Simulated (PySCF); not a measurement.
# [RhS3]+: structure of the singlet

Where does singlet [RhS3]+ go from a PBE minimum start, is the end point a minimum, and what are its modes, charges and moments?

Computed with PySCF 2.14.0. Level: PBE, basis Rh def2-SVP with ECP28, S def2-SVP, scalar-relativistic core potentials, no spin–orbit coupling, density fitting.

### 1 The starting structure

4 atoms, charge 1, spin multiplicity 1.

Bond lengths: Rh1–S2 2.075 Å, Rh1–S3 2.075 Å, Rh1–S4 2.075 Å. Angles: S2–Rh1–S3 120.0°, S2–Rh1–S4 120.0°, S3–Rh1–S4 120.0°.

Coordinates in bohr (charge 1 multiplicity 1):
```
Rh    0.0000    0.0000    0.0000
S     3.9215    0.0000    0.0000
S    -1.9607    3.3961    0.0000
S    -1.9607   -3.3961    0.0000
```

### 2 Finding the electronic state

One driver script runs all steps and calls PySCF; scf.py shows how it sets up the SCF of each step. The optimiser is the driver's own. After this first run the driver tries any further starts and a stability analysis.

File scf.py:

```python
from pyscf import gto, scf, dft
mol = gto.M(atom='''
Rh     0.000000    -0.000000     0.000000
S      2.075152     0.000005     0.000000
S     -1.037580     1.797132     0.000000
S     -1.037572    -1.797136    -0.000000''',
    basis={'Rh': 'def2-SVP', 'S': 'def2-SVP'},
    ecp={'Rh': 'def2-SVP'},
    charge=1, spin=0)
mf = dft.RKS(mol, xc='PBE')
mf.grids.atom_grid = (50, 194)
aux = {'Rh': 'def2-universal-JKFIT', 'S': 'def2-universal-JKFIT'}
mf = mf.density_fit(auxbasis=aux)
mf.conv_tol = 1e-08
mf.diis_space = 10
mf.max_cycle = 60
mf.init_guess = 'minao'
mf.verbose = 4
mf.kernel()
```

On the command line:

```console
$ OMP_NUM_THREADS=2 python axn.py task.json out
```

Output, cut to the lines that bear on the results:

```text
[... the frontier levels of the middle cycles are left out ...]
init E= -1294.66091000132
  HOMO = -0.540733489507354  LUMO = -0.531560674626715  gap/eV = 0.24961
cycle= 1 E= -1302.51800697662  delta_E= -7.86  |g|= 2.24  |ddm|= 4.34
  HOMO = -0.10178215402656  LUMO = -0.0739167669537035  gap/eV = 0.75826
cycle= 2 E= -1288.46291959733  delta_E= 14.1  |g|= 5.58  |ddm|= 11.4
  HOMO = -0.46459463995832  LUMO = -0.44344676162048  gap/eV = 0.57546
cycle= 3 E= -1303.92754733894  delta_E= -15.5  |g|= 0.437  |ddm|= 10.8
cycle= 4 E= -1303.93876705751  delta_E= -0.0112  |g|= 0.444  |ddm|= 0.624
cycle= 5 E= -1303.96400121909  delta_E= -0.0252  |g|= 0.282  |ddm|= 0.253
cycle= 6 E= -1303.86385772109  delta_E=  0.1  |g|= 0.603  |ddm|= 0.614
cycle= 7 E= -1303.97141277246  delta_E= -0.108  |g|= 0.212  |ddm|= 0.587
cycle= 8 E= -1303.98133850058  delta_E= -0.00993  |g|= 0.0297  |ddm|= 0.136
cycle= 9 E= -1303.98153072678  delta_E= -0.000192  |g|= 0.00836  |ddm|= 0.0335
cycle= 10 E= -1303.9814616886  delta_E= 6.9e-05  |g|= 0.0156  |ddm|= 0.0219
cycle= 11 E= -1303.98154866258  delta_E= -8.7e-05  |g|= 0.00067  |ddm|= 0.0173
cycle= 12 E= -1303.98154881409  delta_E= -1.52e-07  |g|= 0.000132  |ddm|= 0.000906
cycle= 13 E= -1303.98154882044  delta_E= -6.36e-09  |g|= 2.21e-05  |ddm|= 0.000175
  HOMO = -0.452423970797632  LUMO = -0.427203633088135  gap/eV = 0.68628
Extra cycle  E= -1303.98154881159  delta_E= 8.85e-09  |g|= 0.000178  |ddm|= 0.000181
converged SCF energy = -1303.98154881159
```

This step, with its further starts and checks, needed 14 s of wall time on 2 threads of Arm Neoverse N1, shared host.

The test of internal stability found no lower closed-shell solution.

### 3 PBE minimum start, singlet: relaxation

The program finds D3h symmetry in the start, which this walk keeps.

Changes to scf.py since step 2:

```diff
@@ -6 +6 @@
-S     -1.037572    -1.797136    -0.000000''',
+S     -1.037572    -1.797136     0.000000''',
@@ -17 +16,0 @@
-mf.init_guess = 'minao'
```

Energy and gradient, step by step:

```
step   energy (Eh)  change (kJ/mol)  largest symmetric gradient (Eh/bohr)
   0  -1303.981549             0.00                               0.00014
```

The walk took 3.1 s.

After 0 steps and 0.0 kJ/mol it ends at D3h: Rh–S 2.075 Å (×3); S–Rh–S 120.0° (×3).

### 4 Frequencies

On the finer grid the gradient is checked again; gradients at displacements of ±0.02 bohr then give force constants and infrared intensities.

Changes to scf.py since step 3:

```diff
@@ -3 +3 @@
-Rh     0.000000    -0.000000     0.000000
+Rh     0.000000     0.000000     0.000000
@@ -11 +11 @@
-mf.grids.atom_grid = (50, 194)
+mf.grids.atom_grid = (75, 302)
@@ -14 +14 @@
-mf.conv_tol = 1e-08
+mf.conv_tol = 1e-10
```

This SCF starts from the last density.

SCF at the final geometry:

```text
init E= -1303.98163822928
  HOMO = -0.452427909094046  LUMO = -0.427197831876419  gap/eV = 0.68655
cycle= 1 E= -1303.98163822462  delta_E= 4.66e-09  |g|= 0.000113  |ddm|= 0.000142
  HOMO = -0.452427933082319  LUMO = -0.427214010976891  gap/eV = 0.68611
cycle= 2 E= -1303.98163784825  delta_E= 3.76e-07  |g|= 0.00102  |ddm|= 0.00127
  HOMO = -0.452427921597745  LUMO = -0.427199385422815  gap/eV = 0.68650
cycle= 3 E= -1303.98163822933  delta_E= -3.81e-07  |g|= 6.07e-06  |ddm|= 0.00115
  HOMO = -0.452427917469891  LUMO = -0.427199475633939  gap/eV = 0.68650
cycle= 4 E= -1303.98163822933  delta_E= -3.64e-12  |g|= 1.28e-06  |ddm|= 4.59e-06
  HOMO = -0.452427919054212  LUMO = -0.427199233277639  gap/eV = 0.68651
Extra cycle  E= -1303.9816382293  delta_E= 3.23e-11  |g|= 1.04e-05  |ddm|= 1.19e-05
converged SCF energy = -1303.9816382293
```

The whole step took 32 s.

Geometry: D3h; Rh–S 2.075 Å (×3); S–Rh–S 120.0° (×3).

Modes, for the most abundant isotopes:

```tsv
symmetry	ω (cm⁻¹)	IR (km/mol)	μ (u)
a2''	65	1.4	47.90
e'	155	8.6	35.47
a1'	472	0.0	31.97
e'	530	10.2	41.73
```

No imaginary mode, so this is a minimum.

Properties at this point:

| Quantity | Value |
| --- | --- |
| Dipole moment about the centre of mass | 0.00 D |
| Highest occupied level | -12.31 eV |
| Lowest empty level | -11.62 eV |
| Rotational constants | 0.08163, 0.08163, 0.04081 cm⁻¹ |
| Zero-point energy | 11.4 kJ/mol |
| Principal polarisabilities | 40.6, 106.4, 106.4 bohr³ |
| Principal traceless quadrupole moments about the centre of mass | -9.89, 4.94, 4.94 D Å |
| Entropy at 298.15 K and 1 bar | 325.7 J/(mol K) |
| Heat capacity Cp at 298.15 K | 72.8 J/(mol K) |
| Enthalpy at 298.15 K above 0 K | 17.07 kJ/mol |
| Rotational symmetry number | 6 |

Charges (e) and bond orders:

| atom | Mulliken | Löwdin | polar tensor | Mayer order to Rh1 |
| --- | --- | --- | --- | --- |
| Rh1 | 0.06 | -0.93 | 0.54 | – |
| S2,3,4 | 0.31 | 0.64 | 0.15 | 1.75 |

Mulliken populations on Rh1 (outside its core potential): s 2.59, p 6.58, d 7.75, f 0.01.

### 5 Stability of the closed shell

At the lowest minimum the closed shell is tested against spin polarisation, on the (50, 194) grid. It is stable.

### 6 What came out

| quantity | value |
| --- | --- |
| minimum | singlet, D3h |
| geometry | Rh–S 2.075 Å (×3); S–Rh–S 120.0° (×3) |
| wavenumbers (cm⁻¹) | 65 (a2''), 155 (e'), 472 (a1'), 530 (e') |
| dipole moment (centre of mass) | 0.00 D |
| highest occupied, lowest empty level | -12.31, -11.62 eV |
| polar-tensor charge of Rh1 | +0.54 e |
| zero-point energy | 11.4 kJ/mol |
| entropy at 298.15 K | 325.7 J/(mol K) |

**Reading.** The PBE minimum start keeps its D3h symmetry and ends in a minimum. The strongest infrared band lies at 530 cm⁻¹ (e', stretch). Other starts or spin states, not run here, may lie lower.

The search up to here needed 51 s of wall time on 2 threads of Arm Neoverse N1, shared host.
